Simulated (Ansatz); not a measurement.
**CH₅SeSi radical: small, medium and large basis sets**

One table from this session's results is given with a row withheld; the runs are named, their logs left out.

Program: Ansatz 0.2.0, Gaussian basis. Level of theory: one geometry, several basis sets. These are calculated values, not measurements.

The runs, in order: PBE0-D4/def2-SVP; ωB97M-V/def2-SVP; PBE0-D4/def2-QZVPP; ωB97M-V/def2-QZVPP; the functionals' def2-TZVPP values are taken from earlier runs.

### The geometry

All runs share one geometry, relaxed beforehand with PBE0-D4 in a triple-zeta def2 set.

SMILES `C[SiH2][Se]`, 8 atoms, charge 0, spin multiplicity 2.

Atoms are counted from 1 here; the program's logs count them from 0.

Bond lengths: C1–Si2 1.865 Å, C1–H4 1.094 Å, C1–H5 1.092 Å, C1–H6 1.092 Å, Si2–Se3 2.271 Å, Si2–H7 1.488 Å, Si2–H8 1.490 Å. Angles: Si2–C1–H4 110.2°, Si2–C1–H5 110.7°, Si2–C1–H6 110.6°, H4–C1–H5 108.3°, H4–C1–H6 108.7°, H5–C1–H6 108.3°, C1–Si2–Se3 113.7°, C1–Si2–H7 110.5°, C1–Si2–H8 111.2°, Se3–Si2–H7 108.8°, Se3–Si2–H8 103.4°, H7–Si2–H8 108.9°.

As a file:

```
C    -0.62730    0.78959   -0.20106
Si    0.49680   -0.68524   -0.00424
Se    1.54446   -0.77421    2.00920
H    -1.12403    0.75940   -1.17492
H    -0.05887    1.71970   -0.13548
H    -1.38985    0.79887    0.57997
H     1.52452   -0.70518   -1.07950
H    -0.27363   -1.96003   -0.04977
```

Set-up of the first run:

Contents of in.yaml:

```yaml
crystal:
  periodic: [false, false, false]
  atoms:
    - {symbol: C, position_ang: [-0.627304, 0.789594, -0.201061]}
    - {symbol: Si, position_ang: [0.496803, -0.685244, -0.004239]}
    - {symbol: Se, position_ang: [1.544461, -0.774209, 2.009201]}
    - {symbol: H, position_ang: [-1.124034, 0.759399, -1.174924]}
    - {symbol: H, position_ang: [-0.058868, 1.719702, -0.135477]}
    - {symbol: H, position_ang: [-1.389849, 0.798866, 0.579971]}
    - {symbol: H, position_ang: [1.524523, -0.705177, -1.079499]}
    - {symbol: H, position_ang: [-0.273631, -1.960031, -0.049771]}
basis:
  gaussian: {orbitals: def2-SVP}
magnetization: {spin_polarized: true, initial_magnetization: 1}
hamiltonian: {xc: pbe0, dispersion: d4}
output: {orbitals: {seedname: orbitals}}
```

Command:

```
ansatz run in.yaml --threads 4 --pin off --events-out ev --progress --plain --max-ram 10444MiB
```

Steps of the session up to this table: PBE0-D4 in def2-SVP; ωB97M-V in def2-SVP; PBE0-D4 in def2-QZVPP; ωB97M-V in def2-QZVPP.

One table of the session follows, with a row left open; its other results are not shown here.

It belongs to the step «Density functionals: the series». 

```
functional       basis  HOMO (eV)  LUMO (eV)
   PBE0-D4    def2-SVP          ?          ?
   PBE0-D4  def2-TZVPP      -6.78      -4.31
   PBE0-D4  def2-QZVPP      -6.80      -4.32
   ωB97M-V    def2-SVP      -8.79      -2.09
   ωB97M-V  def2-TZVPP      -8.94      -2.26
   ωB97M-V  def2-QZVPP      -8.96      -2.28
```

**Question.** Estimate the row for PBE0-D4, def2-SVP.

As computed: HOMO (eV): -6.64; LUMO (eV): -4.24. In the column «HOMO (eV)» it is the highest.
